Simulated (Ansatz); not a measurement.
# TiB2: the cost of one run

Computed with Ansatz 0.2.0 (DFT PBEsol, scalar-relativistic, unless a step's input says otherwise).

### 1 The structure to begin with

Symmetry: P6/mmm, No. 191, hexagonal system. The conventional cell has a = 3.029 Å, b = 3.029 Å, c = 3.228 Å, α = 90.00°, β = 90.00°, γ = 120.00°. Around Ti (site symmetry 6/mmm) lie 12 B at 2.38 Å. B (site symmetry -6m2) has 3 B at 1.75 Å and 6 Ti at 2.38 Å as nearest neighbours.

Structure file:

```
CELL_PARAMETERS angstrom
3.02920 0.00000 0.00000
-1.51460 2.62336 0.00000
0.00000 0.00000 3.22840
ATOMIC_POSITIONS crystal
Ti 0.00000 0.00000 0.00000
B 0.33333 0.66667 0.50000
B 0.66667 0.33333 0.50000
```

Atoms are numbered in the order of the input: Ti1, B2, B3.

### 2 After the deformation

Space group P6/mmm before, P6/mmm after.

### 3 Full-potential LAPW

Input file input.yaml:

```yaml
crystal:
  lattice:
    - [3.0897821656, 0.0, 0.0]
    - [-1.5448910828, 2.6758298476, 0.0]
    - [0.0, 0.0, 3.2284]
  atoms:
    - { symbol: Ti, position: [0.0, 0.0, 0.0] }
    - { symbol: B, position: [0.3333333333, 0.6666666667, 0.5] }
    - { symbol: B, position: [0.6666666667, 0.3333333333, 0.5] }
kpoints:
  mp_grid: { grid: [15, 15, 13] }
  band_path:
    path:
      - [0.0, 0.0, 0.0]
      - [0.5, 0.0, 0.0]
      - [0.3333333333, 0.3333333333, 0.0]
      - [0.0, 0.0, 0.0]
      - [0.0, 0.0, 0.5]
      - [0.5, 0.0, 0.5]
      - [0.3333333333, 0.3333333333, 0.5]
      - [0.0, 0.0, 0.5]
      - [0.5, 0.0, 0.5]
    npoints: 5
scf:
  occupations: { method: fermi_dirac, width: 0.08 }
hamiltonian:
  xc: pbesol
  pseudopotentials: { kind: all_electron, lapw: { basis_error: 0.001 } }
output:
  forces: true
  stress: true
  eigenvalues: true
```

Started as:

```sh
ansatz run input.yaml --threads 1 --pin off --max-ram 6144MiB --backend cpu --events-out ev --progress --plain --runs-dir out
```

Q: Estimate wall time and peak memory on 1 thread of Arm Neoverse V2, shared host.

About 19 s, with a peak of 0.49 GiB.
